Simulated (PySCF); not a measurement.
# GaCl₄−: NMR shieldings

Aim: compute the NMR shieldings of GaCl₄− (`[Cl][Ga-]([Cl])([Cl])[Cl]`).

Computed with PySCF 2.14.0 and routines of our own; the level stands in each step. Atoms count from 0.

3 further runs of the same task are left out: 3 for a basis unfit for spin-orbit shieldings.

## Step 1: The system as given

5 atoms, charge -1, multiplicity 1; geometry from: GFN2-xTB.

## Step 2: Optimising the geometry at PBE0-D3(BJ)/def2-SVP

What the job is given:

```
{"job": {"xc": "PBE0", "basis": "def2-SVP", "d3": "d3bj", "grid": 1, "maxiter": 30, "kind": "geom"}, "charge": -1, "multiplicity": 1}
Ga     0.000430    -0.000430    -0.000240
Cl     0.010330    -0.016710     2.171130
Cl     2.044070     0.010770    -0.733200
Cl    -1.031040     1.775940    -0.704760
Cl    -1.023790    -1.769570    -0.732920
```

Run with:

```console
> OMP_NUM_THREADS=1 python heavy_run.py task.json out
```

This one command runs all jobs of the session in turn.

The log of the run:

```text
step   0  E = -3764.31937644  max force = 0.010712
step   1  E = -3764.32060889  max force = 0.002020
step   2  E = -3764.32065391  max force = 0.000254
step   3  E = -3764.32065344  max force = 0.000273
optimisation converged
```

Run time: 43 s. Hardware: 1 thread of AMD EPYC, shared host; peak memory 0.39 GiB.

Relaxation path:

| step | energy from step 0 (eV) | largest force component (eV/Å) |
| --- | --- | --- |
| 0 | 0.0000 | 0.5508 |
| 1 | -0.0335 | 0.1039 |
| 2 | -0.0348 | 0.0131 |
| 3 | -0.0347 | 0.0140 |

Close pairs (by a distance rule), those that changed most:

| bond | before (Å) | after (Å) | change (Å) |
| --- | --- | --- | --- |
| Ga0–Cl3 | 2.172 | 2.207 | +0.035 |
| Ga0–Cl1 | 2.171 | 2.207 | +0.035 |
| Ga0–Cl4 | 2.172 | 2.206 | +0.035 |
| Ga0–Cl2 | 2.171 | 2.203 | +0.032 |

The end geometry stands in the next job.

| at the end point | value |
| --- | --- |
| point group (found at 0.08 Å tolerance) | Td |
| rotational constants (GHz, main isotopes) | 1.118, 1.115, 1.109 |

## Step 3: NMR shieldings: PBE/x2c-SVPall-2c, spin-free

What the job is given:

```
{"job": {"xc": "PBE", "basis": "x2c-SVPall-2c", "rel": "sf", "kind": "hnmr"}, "charge": -1, "multiplicity": 1}
Ga    -0.004042     0.000438     0.004290
Cl    -0.007901    -0.024129     2.210771
Cl     2.076428     0.009148    -0.720257
Cl    -1.036859     1.809074    -0.725629
Cl    -1.027626    -1.794530    -0.769164
```

Level: PBE/x2c-SVPall-2c GIAO NMR shielding, spin-free X2C, Gaussian nuclei, gas phase.

The log of the run:

```text
spin-free SCF
coarse grid: 32680 points
cycle   1  E = -3788.5862482893  dE =  2.117e-01  |g| = 1.099e+00  |ddm| = 2.764e+00
cycle   2  E = -3788.2750512301  dE =  3.112e-01  |g| = 1.947e+00  |ddm| = 2.244e+00
cycle   3  E = -3788.7350467421  dE = -4.600e-01  |g| = 1.451e-01  |ddm| = 1.553e+00
cycle   4  E = -3788.7399120436  dE = -4.865e-03  |g| = 5.651e-02  |ddm| = 2.334e-01
cycle   5  E = -3788.7407136568  dE = -8.016e-04  |g| = 1.167e-02  |ddm| = 7.389e-02
cycle   6  E = -3788.7407419849  dE = -2.833e-05  |g| = 1.629e-03  |ddm| = 1.385e-02
cycle   7  E = -3788.7407424108  dE = -4.259e-07  |g| = 2.736e-04  |ddm| = 1.792e-03
final grid: 60280 points
cycle   8  E = -3788.7406881492  dE = -1.296e-08  |g| = 5.463e-04  |ddm| = 9.841e-04
cycle   9  E = -3788.7406880744  dE =  7.476e-08  |g| = 1.031e-03  |ddm| = 9.638e-04
cycle  10  E = -3788.7406881796  dE = -1.052e-07  |g| = 4.438e-05  |ddm| = 6.207e-04
cycle  11  E = -3788.7406881800  dE = -3.729e-10  |g| = 1.267e-05  |ddm| = 6.004e-05
converged SCF energy = -3788.7406881800
check of the scalar solution
cycle   1  E = -3788.7406881800  dE = -3.789e+03  |FDS-SDF| = 1.267e-05
cycle   2  E = -3788.7406881799  dE =  9.004e-11  |FDS-SDF| = 2.549e-05
converged, E = -3788.7406881799

Field gradients (au) and densities at the nuclei (bohr^-3)
atom        Vxx        Vyy        Vzz        centre      nuclear mean
  0 Ga    -0.0022    -0.0029     0.0051      23217.379      23214.100
  1 Cl    -1.0473    -1.0516     2.0989       3055.828       3055.787
  2 Cl    -1.0430    -1.0451     2.0881       3055.824       3055.783
  3 Cl    -1.0473    -1.0493     2.0966       3055.827       3055.786
  4 Cl    -1.0451    -1.0502     2.0953       3055.827       3055.786
without picture change
  0 Ga                           0.0052                     29880.214

Core orbital energies (eV)
atom   shell        mean    spread
  0 Ga 1s       -10212.722   0.000
  0 Ga 2s        -1257.760   0.000
  0 Ga 3s         -144.284   0.000
  0 Ga 2p        -1094.988   0.000
  0 Ga 3p          -95.132   0.001
  0 Ga 3d          -15.593   0.169
  1 Cl 1s        -2741.126   0.000
  1 Cl 2s         -245.594   0.000
  1 Cl 3s          -15.219   0.000
  1 Cl 2p         -184.651   0.182
  2 Cl 1s        -2741.103   0.000
  2 Cl 2s         -245.573   0.000
  2 Cl 3s          -15.208   0.000
  2 Cl 2p         -184.630   0.181
  3 Cl 1s        -2741.115   0.000
  3 Cl 2s         -245.583   0.000
  3 Cl 3s          -15.208   0.000
  3 Cl 2p         -184.640   0.181
  4 Cl 1s        -2741.114   0.000
  4 Cl 2s         -245.582   0.000
  4 Cl 3s          -15.209   0.000
  4 Cl 2p         -184.639   0.181

Shielding tensors (ppm)
atom      isotropic    diamagn.    paramagn.     s11        s22        s33       span
  0 Ga     1431.92     2652.19    -1220.27    1430.18    1431.82    1433.75       3.56
  1 Cl      844.93     1150.12     -305.19     739.48     740.18    1055.13     315.65
  2 Cl      843.33     1150.16     -306.83     738.04     738.65    1053.31     315.27
  3 Cl      844.28     1150.13     -305.85     738.70     739.27    1054.87     316.17
  4 Cl      844.14     1150.13     -306.00     738.49     739.30    1054.62     316.14
```

Wall time 22 s (1 thread of AMD EPYC, shared host); peak memory 0.69 GiB.

## Step 4: NMR shieldings: PBE/x2c-SVPall-2c in water, spin-free

What the job is given:

```
{"job": {"xc": "PBE", "basis": "x2c-SVPall-2c", "rel": "sf", "solvent": "water", "kind": "hnmr"}, "charge": -1, "multiplicity": 1}
Ga    -0.004042     0.000438     0.004290
Cl    -0.007901    -0.024129     2.210771
Cl     2.076428     0.009148    -0.720257
Cl    -1.036859     1.809074    -0.725629
Cl    -1.027626    -1.794530    -0.769164
```

Level: PBE/x2c-SVPall-2c GIAO NMR shielding, spin-free X2C, Gaussian nuclei, IEF-PCM water.

The log of the run:

```text
spin-free SCF
coarse grid: 32680 points
cycle   1  E = -3788.6594734028  dE =  1.391e-01  |g| = 1.102e+00  |ddm| = 2.764e+00
cycle   2  E = -3788.3702525621  dE =  2.892e-01  |g| = 1.927e+00  |ddm| = 2.259e+00
cycle   3  E = -3788.8140115755  dE = -4.438e-01  |g| = 1.059e-01  |ddm| = 1.495e+00
cycle   4  E = -3788.8164136266  dE = -2.402e-03  |g| = 4.270e-02  |ddm| = 1.752e-01
cycle   5  E = -3788.8167661441  dE = -3.525e-04  |g| = 1.937e-03  |ddm| = 4.308e-02
cycle   6  E = -3788.8167667176  dE = -5.735e-07  |g| = 1.342e-03  |ddm| = 3.576e-03
final grid: 60280 points
cycle   7  E = -3788.8167121519  dE =  2.011e-07  |g| = 1.640e-03  |ddm| = 3.072e-03
cycle   8  E = -3788.8167116703  dE =  4.816e-07  |g| = 2.021e-03  |ddm| = 4.183e-03
cycle   9  E = -3788.8167127010  dE = -1.031e-06  |g| = 4.499e-04  |ddm| = 2.711e-03
cycle  10  E = -3788.8167127226  dE = -2.159e-08  |g| = 1.366e-05  |ddm| = 2.778e-04
cycle  11  E = -3788.8167127226  dE = -4.275e-11  |g| = 2.208e-06  |ddm| = 2.007e-05
converged SCF energy = -3788.8167127226
check of the scalar solution
cycle   1  E = -3788.8167127226  dE = -3.789e+03  |FDS-SDF| = 2.208e-06
cycle   2  E = -3788.8167127226  dE =  9.095e-12  |FDS-SDF| = 2.850e-06
converged, E = -3788.8167127226

Field gradients (au) and densities at the nuclei (bohr^-3)
atom        Vxx        Vyy        Vzz        centre      nuclear mean
  0 Ga    -0.0015    -0.0036     0.0051      23217.464      23214.185
  1 Cl    -1.0388    -1.0433     2.0821       3055.856       3055.815
  2 Cl    -1.0327    -1.0349     2.0675       3055.851       3055.810
  3 Cl    -1.0378    -1.0403     2.0781       3055.855       3055.814
  4 Cl    -1.0358    -1.0409     2.0767       3055.854       3055.813
without picture change
  0 Ga                           0.0052                     29880.325

Core orbital energies (eV)
atom   shell        mean    spread
  0 Ga 1s       -10216.865   0.000
  0 Ga 2s        -1261.908   0.000
  0 Ga 3s         -148.431   0.000
  0 Ga 2p        -1099.136   0.000
  0 Ga 3p          -99.279   0.001
  0 Ga 3d          -19.743   0.167
  1 Cl 1s        -2745.293   0.000
  1 Cl 2s         -249.759   0.000
  1 Cl 3s          -19.383   0.000
  1 Cl 2p         -188.816   0.179
  2 Cl 1s        -2745.277   0.000
  2 Cl 2s         -249.745   0.000
  2 Cl 3s          -19.381   0.000
  2 Cl 2p         -188.802   0.179
  3 Cl 1s        -2745.285   0.000
  3 Cl 2s         -249.751   0.000
  3 Cl 3s          -19.376   0.000
  3 Cl 2p         -188.808   0.179
  4 Cl 1s        -2745.284   0.000
  4 Cl 2s         -249.750   0.000
  4 Cl 3s          -19.377   0.000
  4 Cl 2p         -188.807   0.179

Shielding tensors (ppm)
atom      isotropic    diamagn.    paramagn.     s11        s22        s33       span
  0 Ga     1423.31     2652.43    -1229.12    1421.25    1423.25    1425.43       4.18
  1 Cl      842.20     1150.05     -307.85     736.50     737.20    1052.90     316.40
  2 Cl      841.09     1150.09     -309.00     735.75     736.36    1051.17     315.42
  3 Cl      841.80     1150.06     -308.26     736.05     736.66    1052.70     316.64
  4 Cl      841.67     1150.06     -308.39     735.88     736.68    1052.45     316.57
```

Run time: 27 s. Hardware: 1 thread of AMD EPYC, shared host; peak memory 0.7 GiB.

## Step 5: NMR shieldings: PBE/x2c-SVPall-2c in dichloromethane, spin-free

What the job is given:

```
{"job": {"xc": "PBE", "basis": "x2c-SVPall-2c", "rel": "sf", "solvent": "dichloromethane", "kind": "hnmr"}, "charge": -1, "multiplicity": 1}
Ga    -0.004042     0.000438     0.004290
Cl    -0.007901    -0.024129     2.210771
Cl     2.076428     0.009148    -0.720257
Cl    -1.036859     1.809074    -0.725629
Cl    -1.027626    -1.794530    -0.769164
```

Level: PBE/x2c-SVPall-2c GIAO NMR shielding, spin-free X2C, Gaussian nuclei, IEF-PCM dichloromethane.

The log of the run:

```text
spin-free SCF
coarse grid: 32680 points
cycle   1  E = -3788.6519661831  dE =  1.466e-01  |g| = 1.102e+00  |ddm| = 2.764e+00
cycle   2  E = -3788.3579717242  dE =  2.940e-01  |g| = 1.932e+00  |ddm| = 2.259e+00
cycle   3  E = -3788.8058468309  dE = -4.479e-01  |g| = 1.106e-01  |ddm| = 1.507e+00
cycle   4  E = -3788.8085104992  dE = -2.664e-03  |g| = 4.451e-02  |ddm| = 1.835e-01
cycle   5  E = -3788.8089246275  dE = -4.141e-04  |g| = 3.505e-03  |ddm| = 4.843e-02
cycle   6  E = -3788.8089268287  dE = -2.201e-06  |g| = 2.063e-03  |ddm| = 6.179e-03
final grid: 60280 points
cycle   7  E = -3788.8088716811  dE =  7.886e-07  |g| = 2.579e-03  |ddm| = 5.324e-03
cycle   8  E = -3788.8088696862  dE =  1.995e-06  |g| = 3.621e-03  |ddm| = 7.765e-03
cycle   9  E = -3788.8088733254  dE = -3.639e-06  |g| = 9.609e-04  |ddm| = 4.947e-03
cycle  10  E = -3788.8088733946  dE = -6.925e-08  |g| = 1.035e-05  |ddm| = 3.861e-04
cycle  11  E = -3788.8088733947  dE = -3.092e-11  |g| = 2.168e-06  |ddm| = 1.378e-05
converged SCF energy = -3788.8088733947
check of the scalar solution
cycle   1  E = -3788.8088733947  dE = -3.789e+03  |FDS-SDF| = 2.168e-06
cycle   2  E = -3788.8088733947  dE = -9.095e-13  |FDS-SDF| = 2.453e-06
converged, E = -3788.8088733947

Field gradients (au) and densities at the nuclei (bohr^-3)
atom        Vxx        Vyy        Vzz        centre      nuclear mean
  0 Ga    -0.0017    -0.0033     0.0051      23217.452      23214.173
  1 Cl    -1.0404    -1.0453     2.0856       3055.852       3055.811
  2 Cl    -1.0348    -1.0371     2.0719       3055.847       3055.806
  3 Cl    -1.0398    -1.0420     2.0818       3055.850       3055.809
  4 Cl    -1.0377    -1.0428     2.0805       3055.850       3055.809
without picture change
  0 Ga                           0.0052                     29880.310

Core orbital energies (eV)
atom   shell        mean    spread
  0 Ga 1s       -10216.444   0.000
  0 Ga 2s        -1261.486   0.000
  0 Ga 3s         -148.010   0.000
  0 Ga 2p        -1098.714   0.000
  0 Ga 3p          -98.857   0.001
  0 Ga 3d          -19.321   0.167
  1 Cl 1s        -2744.868   0.000
  1 Cl 2s         -249.334   0.000
  1 Cl 3s          -18.958   0.000
  1 Cl 2p         -188.391   0.180
  2 Cl 1s        -2744.850   0.000
  2 Cl 2s         -249.318   0.000
  2 Cl 3s          -18.954   0.000
  2 Cl 2p         -188.375   0.179
  3 Cl 1s        -2744.859   0.000
  3 Cl 2s         -249.325   0.000
  3 Cl 3s          -18.951   0.000
  3 Cl 2p         -188.383   0.179
  4 Cl 1s        -2744.858   0.000
  4 Cl 2s         -249.324   0.000
  4 Cl 3s          -18.951   0.000
  4 Cl 2p         -188.381   0.179

Shielding tensors (ppm)
atom      isotropic    diamagn.    paramagn.     s11        s22        s33       span
  0 Ga     1424.47     2652.39    -1227.92    1422.50    1424.41    1426.51       4.01
  1 Cl      842.53     1150.06     -307.53     736.88     737.57    1053.13     316.25
  2 Cl      841.34     1150.10     -308.77     736.01     736.60    1051.40     315.40
  3 Cl      842.14     1150.07     -307.93     736.43     737.04    1052.95     316.52
  4 Cl      841.99     1150.07     -308.09     736.23     737.02    1052.70     316.47
```

Run time: 26 s. Hardware: 1 thread of AMD EPYC, shared host; peak memory 0.71 GiB.

## Step 6: Shieldings side by side

| run | Ga0 | Cl1 | Cl3 | Cl4 | Cl2 | time |
| --- | --- | --- | --- | --- | --- | --- |
| step 3, PBE/x2c-SVPall-2c, spin-free | 1431.9 | 844.9 | 844.3 | 844.1 | 843.3 | 22 s |
| step 4, PBE/x2c-SVPall-2c in water, spin-free | 1423.3 | 842.2 | 841.8 | 841.7 | 841.1 | 27 s |
| step 5, PBE/x2c-SVPall-2c in dichloromethane, spin-free | 1424.5 | 842.5 | 842.1 | 842.0 | 841.3 | 26 s |

## Step 7: What came out

| quantity | value |
| --- | --- |
| rotational constants (main isotopes) | 1.12, 1.11, 1.11 GHz |
| shieldings (step 3, PBE/x2c-SVPall-2c, spin-free) | Ga0 1431.9, Cl1 844.9, Cl2 843.3, Cl3 844.3, Cl4 844.1 ppm |
| shieldings (step 4, PBE/x2c-SVPall-2c in water, spin-free) | Ga0 1423.3, Cl1 842.2, Cl2 841.1, Cl3 841.8, Cl4 841.7 ppm |
| shieldings (step 5, PBE/x2c-SVPall-2c in dichloromethane, spin-free) | Ga0 1424.5, Cl1 842.5, Cl2 841.3, Cl3 842.1, Cl4 842.0 ppm |

In words: The optimisation took 3 steps and gained 0.035 eV; among the close pairs (by a distance rule), Ga0–Cl3 changed most, from 2.172 to 2.207 Å. No frequency check was run at this level, so the end point may be a saddle. A continuum can't give the shift that close solvent molecules cause at an ion. Ga0 moves most between the runs, by 9 ppm; the labels say what changes from run to run.
